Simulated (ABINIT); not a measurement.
## GaGe in ABINIT: the effect of target pressure

Crystal: GaGe.

```
Ge Ga
1.0
     0.00000    2.89784    2.89784
     2.89784    0.00000    2.89784
     2.89784    2.89784    0.00000
Ge Ga
1 1
Cartesian
  0.0000 0.0000 0.0000
  1.4489 1.4489 1.4489
```

The cell comes from a database or a generator and needn't be the stable form of this composition.

Alike in all runs:

```yaml
Program: ABINIT 10.8.3 (patched build)
Task: relaxation of cell and atoms
Functional: PBE
Potentials_or_basis: JTH PAW PBE v2.0
Cutoff: 599 eV
k_mesh: 8 × 8 × 8
Occupations: fermi-dirac, width 0.05 eV
Spin: no spin polarisation
```

Each run relaxes the cell or the atoms first.

```tsv
target pressure	relaxed volume (Å³/atom)
0 GPa	24.49
5 GPa	22.50
10 GPa	?
20 GPa	19.25
30 GPa	17.99
```

What does the run with target pressure 10 GPa give?

Relaxed volume 21.09 Å³/atom.

Worked out: In Murnaghan's law V^(-B') rises as a straight line in P. The other rows fit best with B' = 4.0, V0 = 24.50 Å³/atom and B0 = 49 GPa, which gives 21.11 Å³/atom at 10 GPa, against the run's 21.09.

Caveats: the volume moved by over 15 % at a fixed basis, so the end points are rough (some runs); the atomic spheres overlap (some runs).
